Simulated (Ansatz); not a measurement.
# MgAgC6N6: the cost of one run

Method: DFT PBE, scalar-relativistic, plane waves, PAW, in Ansatz 0.2.0.

## Step 1: The starting structure

Symmetry: Fm-3m, No. 225, cubic system. Conventional cell: a = 10.540 Å, b = 10.540 Å, c = 10.540 Å, α = 90.00°, β = 90.00°, γ = 90.00°. Around Mg (site symmetry m-3m) lie 6 C at 1.98 Å. Ag (site symmetry m-3m) is surrounded by 6 N at 2.12 Å. C (site symmetry 4mm) is surrounded by 1 N at 1.17 Å and 1 Mg at 1.98 Å. N (site symmetry 4mm) has 1 C at 1.17 Å in its first shell of neighbours.

As a file:

```xyz
14
Lattice="0.0000 5.2700 5.2700 5.2700 0.0000 5.2700 5.2700 5.2700 0.0000" Properties=species:S:1:pos:R:3 pbc="T T T"
Mg    0.0000    0.0000    0.0000
Ag    5.2700    5.2700    5.2700
C     1.9800    5.2700    5.2700
C     5.2700    1.9800    5.2700
C     5.2700    5.2700    1.9800
C     8.5600    5.2700    5.2700
C     5.2700    8.5600    5.2700
C     5.2700    5.2700    8.5600
N     3.1500    5.2700    5.2700
N     5.2700    3.1500    5.2700
N     5.2700    5.2700    3.1500
N     7.3900    5.2700    5.2700
N     5.2700    7.3900    5.2700
N     5.2700    5.2700    7.3900
```

Recipe of the guess: cyanide-bridged rock-salt net of two metals, 0 guest cations a cell (Fm-3m, No. 225). The dimensions are guesses.

## Step 2: The guess as it stands, on a coarse mesh

input.yaml

```yaml
crystal:
  lattice:
    - [0.0, 5.27, 5.27]
    - [5.27, 0.0, 5.27]
    - [5.27, 5.27, 0.0]
  atoms:
    - { symbol: Mg, position: [0.0, 0.0, 0.0] }
    - { symbol: Ag, position: [0.5, 0.5, 0.5] }
    - { symbol: C, position: [0.81214421, 0.18785579, 0.18785579] }
    - { symbol: C, position: [0.18785579, 0.81214421, 0.18785579] }
    - { symbol: C, position: [0.18785579, 0.18785579, 0.81214421] }
    - { symbol: C, position: [0.18785579, 0.81214421, 0.81214421] }
    - { symbol: C, position: [0.81214421, 0.18785579, 0.81214421] }
    - { symbol: C, position: [0.81214421, 0.81214421, 0.18785579] }
    - { symbol: "N", position: [0.70113852, 0.29886148, 0.29886148] }
    - { symbol: "N", position: [0.29886148, 0.70113852, 0.29886148] }
    - { symbol: "N", position: [0.29886148, 0.29886148, 0.70113852] }
    - { symbol: "N", position: [0.29886148, 0.70113852, 0.70113852] }
    - { symbol: "N", position: [0.70113852, 0.29886148, 0.70113852] }
    - { symbol: "N", position: [0.70113852, 0.70113852, 0.29886148] }
basis:
  ecutwfc: 420
kpoints:
  mp_grid: { grid: [4, 4, 4] }
hamiltonian:
  xc: pbe
scf:
  occupations: { method: gaussian, width: 0.1 }
  lower_state_search: "off"
output:
  forces: true
  stress: true
  eigenvalues: true
```

Started as:

```bash
$ ansatz run input.yaml --threads 1 --pin off --max-ram 2560MiB --backend cpu --events-out ev --progress --plain --runs-dir out
```

What time and memory should one allow on 1 thread of Intel Xeon Platinum 8259CL at 2.50GHz (Skylake/Cascade Lake), shared host?

About 9.3 s, with a peak of 0.6 GiB.
